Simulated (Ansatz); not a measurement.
# Li2Ru: the cost of one run

Computed with Ansatz 0.2.0 (DFT PBE, scalar-relativistic, plane waves, PAW, unless a step's input says otherwise).

The COD entry's cell or inner coordinates are ideal or old and differ from later refinements, so a difference from it is no clean test against experiment.

## 1. The structure to begin with

The structure is cubic, space group Pn-3m (No. 224). Conventional cell: a = 4.380 Å, b = 4.380 Å, c = 4.380 Å, α = 90.00°, β = 90.00°, γ = 90.00°. Around Li (site symmetry -3m) lie 2 Ru at 1.90 Å. Ru (site symmetry -43m) is surrounded by 4 Li at 1.90 Å.

As a file:

```
Li Ru
1.0
     4.38045    0.00000    0.00000
     0.00000    4.38045    0.00000
     0.00000    0.00000    4.38045
Li Ru
4 2
Direct
  0.25000 0.25000 0.25000
  0.25000 0.75000 0.75000
  0.75000 0.75000 0.25000
  0.75000 0.25000 0.75000
  0.00000 0.00000 0.00000
  0.50000 0.50000 0.50000
```

This is candidate A: cuprite type (Pn-3m, No. 224).

(A quick probe on a coarse mesh, which set the mesh and smearing, is not shown.)

## 3. A loose first relaxation (candidate A)

Input file input.yaml:

```yaml
crystal:
  lattice:
    - [4.3804475451, 0.0, 0.0]
    - [0.0, 4.3804475451, 0.0]
    - [0.0, 0.0, 4.3804475451]
  atoms:
    - { symbol: Li, position: [0.25, 0.25, 0.25] }
    - { symbol: Li, position: [0.25, 0.75, 0.75] }
    - { symbol: Li, position: [0.75, 0.75, 0.25] }
    - { symbol: Li, position: [0.75, 0.25, 0.75] }
    - { symbol: Ru, position: [0.0, 0.0, 0.0] }
    - { symbol: Ru, position: [0.5, 0.5, 0.5] }
basis:
  ecutwfc: 420
kpoints:
  mp_grid: { grid: [4, 4, 4] }
hamiltonian:
  xc: pbe
scf:
  occupations: { method: gaussian, width: 0.1 }
  lower_state_search: "off"
output:
  forces: true
  stress: true
  eigenvalues: true
relax:
  adjacent_minimum: "off"
  f_tol: 0.04
  max_steps: 70
  cell: { stress_tol: 0.4 }
```

Started as:

```sh
$ ansatz run input.yaml --threads 1 --pin off --max-ram 2560MiB --backend cpu --events-out ev --progress --plain --runs-dir out
```

What time and memory should one allow on 1 thread of Arm Neoverse V1, shared host?

About 20 s, with a peak of 0.39 GiB.
